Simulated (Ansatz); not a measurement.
# Ir: the cost of one run

Method: DFT PBEsol, scalar-relativistic, plane waves, PAW, in Ansatz 0.2.0.

2 further runs of the same task are left out: 2 set aside as unsound or not needed.

### 1 Starting point

Symmetry: P6_3/mmc, No. 194, hexagonal system. The conventional cell has a = 2.721 Å, b = 2.721 Å, c = 4.410 Å, α = 90.00°, β = 90.00°, γ = 120.00°. Around Ir (site symmetry -6m2) lie 12 Ir at 2.71 to 2.72 Å.

Structure file:

```xyz
2
Lattice="2.7213 0.0000 0.0000 -1.3607 2.3567 0.0000 0.0000 0.0000 4.4100" Properties=species:S:1:pos:R:3 pbc="T T T"
Ir    1.3607    0.7856    3.3075
Ir    0.0000    1.5712    1.1025
```

It goes back to an entry of the Materials Project, which need not be the stable form.

This cell was relaxed beforehand with the same method: volume 14.14 Å³/atom, gap on the mesh none (metal).

### 2 Relaxing at 3 GPa

At a set pressure the run lowers the enthalpy E + PV, so the energy alone may rise along the way.

Contents of input.yaml:

```yaml
crystal:
  lattice:
    - [2.721318738, 0.0, 0.0]
    - [-1.360659369, 2.3567311589, 0.0]
    - [0.0, 0.0, 4.4100191876]
  atoms:
    - { symbol: Ir, position: [0.6666666667, 0.3333333333, 0.75] }
    - { symbol: Ir, position: [0.3333333333, 0.6666666667, 0.25] }
basis:
  ecutwfc: 420
kpoints:
  mp_grid: { grid: [18, 18, 10] }
hamiltonian:
  xc: pbesol
scf:
  occupations: { method: fermi_dirac, width: 0.15 }
output:
  forces: true
  stress: true
  eigenvalues: true
relax:
  adjacent_minimum: "off"
  f_tol: 0.001
  max_steps: 60
  cell: { stress_tol: 0.02, p_target: 3.0 }
```

On the command line:

```sh
$ ansatz run input.yaml --threads 1 --pin off --max-ram 3072MiB --backend cpu --events-out ev --progress --plain --runs-dir out
```

Q: Estimate wall time and peak memory on 1 thread of Intel Xeon Platinum 8488C (Sapphire Rapids), shared host.

About 35 s, with a peak of 0.43 GiB.
